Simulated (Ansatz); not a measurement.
# F2H5NOSi2: basis-set convergence

One table from this session's results is given with a row withheld; the runs are named, their logs left out.

Computed with Ansatz 0.2.0, Gaussian basis. Level: one geometry, several basis sets.

The runs, in order: PBE0-D4/def2-SVP; ωB97M-V/def2-SVP; PBE0-D4/def2-QZVPP; ωB97M-V/def2-QZVPP; CCSD(T)/cc-pV(D+d)Z; CCSD(T)/cc-pV(T+d)Z; MP2/cc-pV(Q+d)Z; the functionals' def2-TZVPP values are taken from earlier runs.

### The relaxed structure

The geometry comes from an earlier relaxation with PBE0-D4 in a triple-zeta def2 set; it is a stationary point, not always the lowest conformer.

SMILES `O[SiH](F)N[SiH2]F`, 11 atoms, charge 0, spin multiplicity 1.

Atoms are counted from 1 here; the program's logs count them from 0.

Bond lengths: O1–Si2 1.630 Å, O1–H7 0.958 Å, Si2–F3 1.587 Å, Si2–N4 1.712 Å, Si2–H8 1.475 Å, N4–Si5 1.712 Å, N4–H9 1.012 Å, Si5–F6 1.601 Å, Si5–H10 1.479 Å, Si5–H11 1.477 Å. Angles: Si2–O1–H7 117.8°, O1–Si2–F3 103.3°, O1–Si2–N4 112.5°, O1–Si2–H8 114.0°, F3–Si2–N4 111.0°, F3–Si2–H8 108.4°, N4–Si2–H8 107.6°, Si2–N4–Si5 128.5°, Si2–N4–H9 115.8°, Si5–N4–H9 115.7°, N4–Si5–F6 111.4°, N4–Si5–H10 109.7°, N4–Si5–H11 108.9°, F6–Si5–H10 106.2°, F6–Si5–H11 106.9°, H10–Si5–H11 113.7°.

Geometry (Å):

```xyz
11
F2H5NOSi2
O    -1.9306   -1.6082   -0.3393
Si   -0.3688   -1.3074    0.0155
F     0.4036   -2.4985   -0.6947
N     0.1584    0.2078   -0.5811
Si    0.9828    1.4536    0.2547
F    -0.0371    2.5460    0.8287
H    -2.5785   -0.9420   -0.1069
H    -0.0637   -1.3485    1.4578
H    -0.0602    0.3991   -1.5511
H     1.8759    2.1728   -0.6788
H     1.6837    0.8682    1.4158
```

The first run:

The input, in.yaml:

```yaml
crystal:
  periodic: [false, false, false]
  atoms:
    - {symbol: O, position_ang: [-1.930600, -1.608196, -0.339284]}
    - {symbol: Si, position_ang: [-0.368764, -1.307434, 0.015496]}
    - {symbol: F, position_ang: [0.403618, -2.498519, -0.694741]}
    - {symbol: N, position_ang: [0.158351, 0.207842, -0.581138]}
    - {symbol: Si, position_ang: [0.982781, 1.453646, 0.254749]}
    - {symbol: F, position_ang: [-0.037144, 2.546005, 0.828737]}
    - {symbol: H, position_ang: [-2.578462, -0.941957, -0.106907]}
    - {symbol: H, position_ang: [-0.063671, -1.348485, 1.457750]}
    - {symbol: H, position_ang: [-0.060167, 0.399109, -1.551071]}
    - {symbol: H, position_ang: [1.875891, 2.172803, -0.678833]}
    - {symbol: H, position_ang: [1.683668, 0.868186, 1.415846]}
basis:
  gaussian: {orbitals: def2-SVP}
hamiltonian: {xc: pbe0, dispersion: d4}
output: {orbitals: {seedname: orbitals}}
```

Run with:

```
> ansatz run in.yaml --threads 2 --pin off --events-out ev --progress --plain --max-ram 20480MiB --backend cpu
```

Among the steps run: PBE0-D4 in def2-SVP; ωB97M-V in def2-SVP; PBE0-D4 in def2-QZVPP; ωB97M-V in def2-QZVPP.

One of the session's tables, all rows but one given; the rest of the session is left out.

```
functional       basis  HOMO (eV)  LUMO (eV)
   PBE0-D4    def2-SVP          ?          ?
   PBE0-D4  def2-TZVPP      -8.75       0.37
   PBE0-D4  def2-QZVPP      -8.78       0.07
   ωB97M-V    def2-SVP     -10.97       2.75
   ωB97M-V  def2-TZVPP     -11.13       1.83
   ωB97M-V  def2-QZVPP     -11.16       1.26
```

Q: Estimate the row for PBE0-D4, def2-SVP from the others.

As computed: HOMO (eV): -8.62; LUMO (eV): 1.05. In the column «HOMO (eV)» it is the highest.
